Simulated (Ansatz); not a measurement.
# C₂H₆BClSi: up Jacob's ladder to CCSD(T)

An exercise on one series of results from a longer session: the logs are not shown, and one member is left open.

Computed with Ansatz 0.2.0, Gaussian basis. Level: functionals in def2-TZVPP, the program's frozen cores in correlated methods.

Levels to be run: PBE-D4, r2SCAN-D4, PBE0-D4, B3LYP-D4, ωB97X-V, ωB97M-V, B2PLYP; CCSD(T)/def2-TZVPP; MP2/def2-QZVPP; extrapolation to the limit.

## The geometry

An earlier PBE0-D4 in a triple-zeta def2 set relaxation fixed the geometry.

SMILES `B/C([SiH3])=C\Cl`, 11 atoms, charge 0, spin multiplicity 1.

Atoms are counted from 1 here; the program's logs count them from 0.

Bond lengths: B1–C2 1.541 Å, B1–H6 1.198 Å, B1–H7 1.194 Å, C2–Si3 1.869 Å, C2–C4 1.341 Å, Si3–H8 1.489 Å, Si3–H9 1.486 Å, Si3–H10 1.487 Å, C4–Cl5 1.717 Å, C4–H11 1.087 Å. Angles: C2–B1–H6 119.5°, C2–B1–H7 121.4°, H6–B1–H7 119.1°, B1–C2–Si3 119.1°, B1–C2–C4 124.0°, Si3–C2–C4 117.0°, C2–Si3–H8 110.0°, C2–Si3–H9 110.1°, C2–Si3–H10 110.1°, H8–Si3–H9 109.2°, H8–Si3–H10 109.2°, H9–Si3–H10 108.2°, C2–C4–Cl5 126.3°, C2–C4–H11 123.5°, Cl5–C4–H11 110.2°.

Geometry (Å):

```xyz
11

B     0.7462    1.5021    0.0051
C    -0.1373    0.2415   -0.0662
Si    0.6185   -1.4205    0.3352
C    -1.4360    0.2548   -0.4018
Cl   -2.3652    1.6397   -0.8089
H     1.8945    1.3995    0.3293
H     0.3118    2.5822   -0.2583
H    -0.4076   -2.4920    0.2042
H     1.1485   -1.4183    1.7240
H     1.7446   -1.7074   -0.5917
H    -2.0526   -0.6387   -0.4501
```

The first run:

File in.yaml:

```yaml
crystal:
  periodic: [false, false, false]
  atoms:
    - {symbol: B, position_ang: [0.746181, 1.502065, 0.005076]}
    - {symbol: C, position_ang: [-0.137283, 0.241493, -0.066187]}
    - {symbol: Si, position_ang: [0.618458, -1.420523, 0.335203]}
    - {symbol: C, position_ang: [-1.435968, 0.254811, -0.401800]}
    - {symbol: Cl, position_ang: [-2.365207, 1.639741, -0.808912]}
    - {symbol: H, position_ang: [1.894511, 1.399475, 0.329331]}
    - {symbol: H, position_ang: [0.311803, 2.582229, -0.258333]}
    - {symbol: H, position_ang: [-0.407550, -2.492046, 0.204201]}
    - {symbol: H, position_ang: [1.148456, -1.418331, 1.723968]}
    - {symbol: H, position_ang: [1.744631, -1.707357, -0.591746]}
    - {symbol: H, position_ang: [-2.052632, -0.638657, -0.450100]}
basis:
  gaussian: {orbitals: def2-TZVPP}
hamiltonian: {xc: pbe, dispersion: d4}
output: {forces: true, orbitals: {seedname: orbitals}}
```

Started as:

```
ansatz run in.yaml --threads 4 --pin off --events-out ev --progress --plain --max-ram 10444MiB
```

Among the steps run: PBE-D4 (GGA); r2SCAN-D4 (meta-GGA); PBE0-D4 (hybrid); B3LYP-D4 (hybrid); ωB97X-V (range-separated); ωB97M-V (range-separated); B2PLYP (double hybrid); CCSD(T) in def2-TZVPP; MP2 in def2-QZVPP.

One of the session's tables, all rows but one given; the rest of the session is left out.

It belongs to the step «Atomisation energies». 

```
            method  atomisation energy (eV)
            PBE-D4                   41.051
         r2SCAN-D4                   40.607
           PBE0-D4                   40.550
          B3LYP-D4                   40.423
           ωB97X-V                   40.464
           ωB97M-V                   40.494
            B2PLYP                   39.940
     HF/def2-TZVPP                   30.505
    MP2/def2-TZVPP                        ?
   CCSD/def2-TZVPP                   38.659
CCSD(T)/def2-TZVPP                   39.264
           MP2/CBS                   40.824
       CCSD(T)/CBS                   40.213
```

Q: Estimate the row for MP2/def2-TZVPP from the others.

As computed: atomisation energy (eV): 39.875. In the column «atomisation energy (eV)» it lies between CCSD(T)/def2-TZVPP (39.264) and B2PLYP (39.940).

Caveats from the session: Free atoms (1 B, 2 C, 1 Si, 1 Cl, 6 H) were run apart at each level; the atomisation energy is their sum less the molecule, without zero-point or spin-orbit terms.
